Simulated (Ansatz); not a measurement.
# Cl2FH3SiSn: the cost of one run

Program: Ansatz 0.2.0 through its Python package. Level of theory: PBE/def2-SVP. These are calculated values, not measurements.

## (1) Starting point

Bond lengths: F1–Sn2 1.894 Å, Sn2–Si3 2.485 Å, Sn2–Cl4 2.306 Å, Sn2–Cl5 2.366 Å, Si3–H6 1.476 Å, Si3–H7 1.452 Å, Si3–H8 1.524 Å. Angles: F1–Sn2–Si3 108.0°, F1–Sn2–Cl4 111.8°, F1–Sn2–Cl5 110.5°, Si3–Sn2–Cl4 108.5°, Si3–Sn2–Cl5 109.7°, Cl4–Sn2–Cl5 108.4°, Sn2–Si3–H6 110.1°, Sn2–Si3–H7 112.0°, Sn2–Si3–H8 110.2°, H6–Si3–H7 109.3°, H6–Si3–H8 106.2°, H7–Si3–H8 108.9°.

The script holds or builds the structure itself.

## (2) The code

Contents of cl2fh3sisn.py:

```python
"""Cost of removing each kind of hydrogen from Cl2FH3SiSn, fragments frozen."""

import ansatz

BASIS = "def2-SVP"
FUNCTIONAL = "pbe"


def total_energy(molecule, charge=0, unpaired=0):
    calc = molecule.calculation().basis(gaussian=BASIS).functional(FUNCTIONAL)
    if charge:
        calc = calc.charge(charge)
    if unpaired:
        calc = calc.spin("collinear", total=unpaired)
    report = calc.run(threads=1).report
    if report["published_state_doubts"]:
        print("  doubts:", report["published_state_doubts"])
    return report["free_energy_ev"]

def without(molecule, index):
    rest = ansatz.Crystal.molecule()
    for i, site in enumerate(molecule.cartesian_sites):
        if i != index:
            rest = rest.atom(site.symbol, site.position_ang)
    return rest


def main() -> None:
    geometry_ang = [
        ("F", [-1.9102, 1.6385, 0.404]),
        ("Sn", [-0.7792, 0.5617, -0.6683]),
        ("Si", [0.8062, -0.6199, 0.8372]),
        ("Cl", [-1.9726, -1.0144, -1.8552]),
        ("Cl", [0.4246, 1.898, -2.2059]),
        ("H", [1.7329, -1.4515, 0.0452]),
        ("H", [0.1182, -1.4573, 1.8041]),
        ("H", [1.6723, 0.3879, 1.5832]),
    ]
    system = ansatz.Crystal.molecule()
    for symbol, xyz in geometry_ang:
        system = system.atom(symbol, xyz)

    whole = total_energy(system, 0)
    hydrogen = total_energy(ansatz.Crystal.molecule().atom("H", (0, 0, 0)), 0, 1)
    print(f"E(molecule) = {whole:.5f} eV, E(H) = {hydrogen:.5f} eV")
    for index in [7]:
        radical = total_energy(without(system, index), 0, 1)
        print(f"H{index}: homolysis {96.485332 * (radical + hydrogen - whole):.1f} kJ/mol")
        anion = total_energy(without(system, index), -1)
        print(f"H{index}: loss of a proton {96.485332 * (anion - whole):.1f} kJ/mol")


if __name__ == "__main__":
    main()
```

## (3) What the engine is handed

The engine receives this input (first run):

```yaml
crystal:
  periodic: [false, false, false]
  atoms:
    - { symbol: F, position_ang: [-1.9102, 1.6385, 0.404] }
    - { symbol: Sn, position_ang: [-0.7792, 0.5617, -0.6683] }
    - { symbol: Si, position_ang: [0.8062, -0.6199, 0.8372] }
    - { symbol: Cl, position_ang: [-1.9726, -1.0144, -1.8552] }
    - { symbol: Cl, position_ang: [0.4246, 1.898, -2.2059] }
    - { symbol: H, position_ang: [1.7329, -1.4515, 0.0452] }
    - { symbol: H, position_ang: [0.1182, -1.4573, 1.8041] }
    - { symbol: H, position_ang: [1.6723, 0.3879, 1.5832] }
basis:
  gaussian:
    orbitals: def2-SVP
hamiltonian:
  xc: pbe
```

## (4) The run

Run with:

```console
$ python cl2fh3sisn.py
```

Q: Estimate wall time and peak memory on 1 thread of Arm Neoverse V2, shared host.

About 11 s, with a peak of 0.23 GiB.
